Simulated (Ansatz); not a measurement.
# CH3FOZn: up Jacob's ladder to CCSD(T)

The task here is to estimate one member of a computed series from the others.

Program: Ansatz 0.2.0, Gaussian basis. Level of theory: functionals in def2-TZVPP, the program's frozen cores in correlated methods. These are calculated values, not measurements.

The runs, in order: PBE-D4, r2SCAN-D4, PBE0-D4, B3LYP-D4, ωB97X-V, ωB97M-V, B2PLYP; CCSD(T)/def2-TZVPP; MP2/def2-QZVPP; extrapolation to the limit.

## The relaxed structure

All runs share one geometry, relaxed beforehand with PBE0-D4 in a triple-zeta def2 set.

SMILES `FC[O][ZnH]`, 7 atoms, charge 0, spin multiplicity 1.

Atoms are counted from 1 here; the program's logs count them from 0.

Bond lengths: F1–C2 1.428 Å, C2–O3 1.342 Å, C2–H5 1.098 Å, C2–H6 1.098 Å, O3–Zn4 1.812 Å, Zn4–H7 1.514 Å. Angles: F1–C2–O3 108.9°, F1–C2–H5 105.0°, F1–C2–H6 105.0°, O3–C2–H5 113.1°, O3–C2–H6 113.1°, H5–C2–H6 111.1°, C2–O3–Zn4 113.2°, O3–Zn4–H7 172.8°.

Set-up of the first run:

Contents of in.yaml:

```yaml
crystal:
  periodic: [false, false, false]
  atoms:
    - {symbol: F, position_ang: [-0.810618, 0.124028, 1.018116]}
    - {symbol: C, position_ang: [-0.444776, 0.882741, -0.134414]}
    - {symbol: O, position_ang: [0.475338, 0.198755, -0.831759]}
    - {symbol: Zn, position_ang: [0.905250, -1.392322, -0.077771]}
    - {symbol: H, position_ang: [-1.382017, 1.029584, -0.686374]}
    - {symbol: H, position_ang: [-0.066067, 1.834026, 0.260940]}
    - {symbol: H, position_ang: [1.384190, -2.744814, 0.405561]}
basis:
  gaussian: {orbitals: def2-TZVPP}
hamiltonian: {xc: pbe, dispersion: d4}
output: {forces: true, orbitals: {seedname: orbitals}}
```

Run with:

```sh
$ ansatz run in.yaml --threads 4 --pin off --events-out ev --progress --plain --max-ram 10444MiB
```

Steps of the session up to this table: PBE-D4 (GGA); r2SCAN-D4 (meta-GGA); PBE0-D4 (hybrid); B3LYP-D4 (hybrid); ωB97X-V (range-separated); ωB97M-V (range-separated); B2PLYP (double hybrid); CCSD(T) in def2-TZVPP; MP2 in def2-QZVPP.

One table of the session follows, with a row left open; its other results are not shown here.

| method | atomisation energy (eV) |
| --- | --- |
| PBE-D4 | 23.912 |
| r2SCAN-D4 | 23.546 |
| PBE0-D4 | 23.220 |
| B3LYP-D4 | 23.061 |
| ωB97X-V | 23.489 |
| ωB97M-V | 23.379 |
| B2PLYP | ? |
| HF/def2-TZVPP | 15.991 |
| MP2/def2-TZVPP | 23.438 |
| CCSD/def2-TZVPP | 22.262 |
| CCSD(T)/def2-TZVPP | 22.687 |
| MP2/CBS | 24.075 |
| CCSD(T)/CBS | 23.324 |

Estimate the missing values for B2PLYP.

**Answer.** atomisation energy (eV): 22.992. In the column «atomisation energy (eV)» it lies between CCSD(T)/def2-TZVPP (22.687) and B3LYP-D4 (23.061).
